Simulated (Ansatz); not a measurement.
**Al4Pt: a trial structure relaxed**

The task: take a trial cell of Al4Pt to zero force and stress, then test the end with a random kick.

Method: DFT PBE, scalar-relativistic, plane waves, PAW, in Ansatz 0.2.0.

## Step 1: The starting structure

It takes space group P-6m2 (No. 187, hexagonal). Conventional cell: a = 4.213 Å, b = 4.213 Å, c = 4.915 Å, α = 90.00°, β = 90.00°, γ = 120.00°. Al (site symmetry 3m) is surrounded by 8 Al at 2.32 to 2.76 Å and 3 Pt at 2.70 Å. Al (site symmetry -6m2) has 2 Pt at 2.46 Å and 6 Al at 2.76 Å as nearest neighbours. Al (site symmetry -6m2) has 3 Pt at 2.43 Å and 6 Al at 2.70 Å as nearest neighbours. Pt (site symmetry -6m2) is surrounded by 11 Al at 2.43 to 2.70 Å.

Structure file:

```cif
data_structure
_symmetry_space_group_name_H-M 'P 1'
_symmetry_Int_Tables_number 1
_cell_length_a 4.2135
_cell_length_b 4.2135
_cell_length_c 4.9151
_cell_angle_alpha 90.000
_cell_angle_beta 90.000
_cell_angle_gamma 120.000
_cell_volume 75.57
loop_
_atom_site_label
_atom_site_type_symbol
_atom_site_fract_x
_atom_site_fract_y
_atom_site_fract_z
_atom_site_occupancy
Al1 Al 0.33333 0.66667 0.26400 1
Al2 Al 0.33333 0.66667 0.73600 1
Al3 Al 0.66667 0.33333 0.00000 1
Al4 Al 0.00000 0.00000 0.50000 1
Pt1 Pt 0.66667 0.33333 0.50000 1
```

Recipe of the guess: random cell by space group and Wyckoff sites (P-6m2, No. 187). Lengths come from tabulated atomic sizes and are only a guess.

## Step 2: The guess as it stands, on a coarse mesh

input.yaml

```yaml
crystal:
  lattice:
    - [4.21346891, 0.0, 0.0]
    - [-2.10673445, 3.64897111, 0.0]
    - [0.0, 0.0, 4.91513923]
  atoms:
    - { symbol: Al, position: [0.33333333, 0.66666667, 0.26400112] }
    - { symbol: Al, position: [0.33333333, 0.66666667, 0.73599888] }
    - { symbol: Al, position: [0.66666667, 0.33333333, 0.0] }
    - { symbol: Al, position: [0.0, 0.0, 0.5] }
    - { symbol: Pt, position: [0.66666667, 0.33333333, 0.5] }
basis:
  ecutwfc: 420
kpoints:
  mp_grid: { grid: [6, 6, 4] }
hamiltonian:
  xc: pbe
scf:
  occupations: { method: gaussian, width: 0.1 }
  lower_state_search: "off"
output:
  forces: true
  stress: true
  eigenvalues: true
```

On the command line:

```bash
$ ansatz run input.yaml --threads 1 --pin off --max-ram 2560MiB --backend cpu --events-out ev --progress --plain --runs-dir out
```

The session goes on with these runs: coarse relaxation; relaxation on the finer mesh; kick test: the unmoved cell on a coarse mesh; random kick, then relaxation; the kicked end on a coarse mesh; final relaxation (after the kick).

What does the calculation give? Wanted: conventional cell; volume; energy over the elements; gap on the mesh.

**Answer**, as computed:

| quantity | value |
| --- | --- |
| symmetry at the first end (tolerance 0.05 Å) | space group P-6m2 (No. 187) |
| conventional cell | a = 4.295 Å, b = 4.295 Å, c = 5.455 Å, α = 90.00°, β = 90.00°, γ = 120.00° |
| volume | 17.43 Å³/atom |
| energy over the elements | -0.30 eV/atom |
| gap on the mesh | none (metal) |

In words: The space group P-6m2 (No. 187) is kept, and the volume per atom grows by 15.3 % from the first guess. It lies below the elements, which doesn't yet make it stable: competing phases were not computed in this session. The kicked cell fell well below the first end on the coarse mesh, so that end is a saddle point or a shallow minimum. Spin-orbit coupling is left out for Pt.
